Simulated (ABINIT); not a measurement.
Input of an ABINIT 10.8.3 (patched build) run:

The input run.abi:

```
# Datasets: one volume each
ndtset 7
getwfk -1
scalecart1 3*0.9795861087
scalecart2 3*0.9864848297
scalecart3 3*0.9932883884
scalecart4 3*1.0000000000
scalecart5 3*1.0066227096
scalecart6 3*1.0131594038
scalecart7 3*1.0196128224

# Pseudopotentials
pp_dirpath "./"
pseudos "Sb.GGA_PBE-JTH.xml, Se.GGA_PBE-JTH.xml"

# Structure
acell 3*1.0 Angstrom
rprim
     0.0000000000     3.4564000000     3.4564000000
     3.4564000000     0.0000000000     3.4564000000
     3.4564000000     3.4564000000     0.0000000000
ntypat 2
znucl 51 34
natom 3
typat 1 2 2
xred
     0.0000000000     0.0000000000     0.0000000000
     0.2500000000     0.2500000000     0.2500000000
     0.7500000000     0.7500000000     0.7500000000

# Plane-wave basis
ecut 16.0
pawecutdg 32.0
pawxcdev 0

# k points
kptopt 1
ngkpt 7 7 7
nshiftk 1
shiftk 0.0 0.0 0.0

# Exchange and correlation
ixc 11

# Bands and occupations
nband 18
occopt 3
tsmear 0.05 eV

# SCF cycle
nstep 100
tolvrs 1.0e-9

# Output
iomode 3
prtwf 1
prtden 0
prteig 0
prtebands 0
enunit 1
```

Potentials or basis: JTH PAW PBE v2.0.

Command:

```sh
$ abinit run.abi > log 2>&1
```

(1) Estimate the pressure derivative of the bulk modulus.

(2) Predict the bulk modulus.

(3) What does it give for the equilibrium volume?

## Answers

(1) 4.1.

(2) 52 GPa.

(3) 27.50 Å³/atom.

Caveat: pressures at fixed basis lie under the slope of the energies.
